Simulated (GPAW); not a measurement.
Crystal: FeAu.

```xyz
2
Lattice="1.4117 0.8151 4.4695 -1.4117 0.8151 4.4695 0.0000 -1.6301 4.4695" Properties=species:S:1:pos:R:3 pbc="T T T"
Au    0.0000    0.0000    0.0000
Fe    0.0000    0.0000    6.7042
```

The cell comes from a database or a generator and needn't be the stable form of this composition.

Base run:

```yaml
Program: GPAW 26.7.0
Functional: RPBE
Potentials_or_basis: the program's PAW data sets (release 1.2.1) made for this functional
Cutoff: 600 eV
Basis: pw
k_mesh: 11 × 11 × 11
Occupations: gaussian, width 0.02 eV
Spin: collinear spin, ferromagnetic start
Starting_moments: "[0.0, 3.0] μB"
```

Its results: band gap on the k mesh none (metal or under the smearing width); pressure 5.2 GPa; net moment 2.97 μB per cell; site moments Au +0.05; Fe +2.92 μB.

Task: The run is repeated on the same cell with these changes: functional from RPBE to PBEsol; potentials or basis from the program's PAW data sets (release 1.2.1) made for this functional to PAW data sets generated in the run's folder for this functional. What comes out?

Result: Band gap on the k mesh none (metal or under the smearing width); pressure -6.6 GPa; net moment 2.93 μB per cell; site moments Au +0.05; Fe +2.86 μB.

Caveats: with this Au data set, volumes or pressures lay over 1.5 % or 2 GPa off other programs in two to four cells of ten.

Not every run made on this cell is shown here.
